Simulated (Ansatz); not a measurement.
**SiGeF (sextet): from Hartree-Fock to the top rungs, cc-pVDZ**

An exercise on one series of results from a longer session: the logs are not shown, and one member is left open.

Method: cc-pVDZ, core rule «outside noble gas», up to 20 orbitals frozen; program: Ansatz 0.2.0, Gaussian basis.

The runs, in order: UHF; CCSD(T) on ROHF; CCSD(T) on UHF; BCCD(T) on ROHF; CISD; CCSDT(Q) on ROHF; CCSDT(Q) on UHF.

31 further runs of the same task are left out: 12 for a known fault of the program, 8 that didn't finish, 11 set aside as unsound or not needed.

## What is computed

The geometry is a PBE0/def2-TZVP stationary point (not a proven minimum) of the parent state, kept for this charge and spin. No spin-orbit coupling is included. The filled d shell of Ge may be among the frozen orbitals whatever the setting's name suggests; the logs give the count.

3 atoms, charge 0, spin multiplicity 6.

Atoms are counted from 1 here; the program's logs count them from 0.

Bond lengths: F1–Si2 1.609 Å, Si2–Ge3 2.401 Å. Angles: F1–Si2–Ge3 112.0°.

The first run:

File in.yaml:

```yaml
crystal:
  periodic: [false, false, false]
  atoms:
    - {symbol: F, position_ang: [0.000000, -0.643638, 2.239660]}
    - {symbol: Si, position_ang: [0.000000, 0.614886, 1.236912]}
    - {symbol: Ge, position_ang: [0.000000, -0.069401, -1.064004]}
basis:
  gaussian: {orbitals: cc-pVDZ}
magnetization: {spin_polarized: true, initial_magnetization: 5}
hamiltonian: {xc: hf}
output: {orbitals: {seedname: orbitals}}
```

The run is started by

```bash
$ ansatz run in.yaml --threads 1 --pin off --events-out ev --progress --plain --max-ram 2393MiB
```

Steps of the session up to this table: UHF; CCSD(T) on ROHF; CCSD(T) on UHF; BCCD(T) on ROHF; CISD; CCSDT(Q) on ROHF; CCSDT(Q) on UHF.

One of the session's tables, all rows but one given; the rest of the session is left out.

| method | from RCCSDT(Q) (meV) |
| --- | --- |
| ROHF | +8377.4 |
| UHF | +8293.8 |
| RMP2 | +799.4 |
| UMP2 | +781.0 |
| CISD | +861.9 |
| RCCSD | +233.4 |
| UCCSD | +211.5 |
| RCCSD(T) | ? |
| UCCSD(T) | +23.9 |
| BCCD(T) | +41.8 |
| RCCSDT | +16.0 |
| UCCSDT | -5.3 |
| RCCSDT(Q) | 0 |
| UCCSDT(Q) | -24.2 |

Estimate the missing values for RCCSD(T).

The run gave: from RCCSDT(Q) (meV): +45.1. In the column «from RCCSDT(Q) (meV)» it lies between BCCD(T) (+41.8) and UCCSD (+211.5).

Caveats from the session: Restricted and unrestricted rows rest on different reference determinants; where their highest levels disagree by more than a few hundredths of an eV, they describe different states and don't form one ladder.
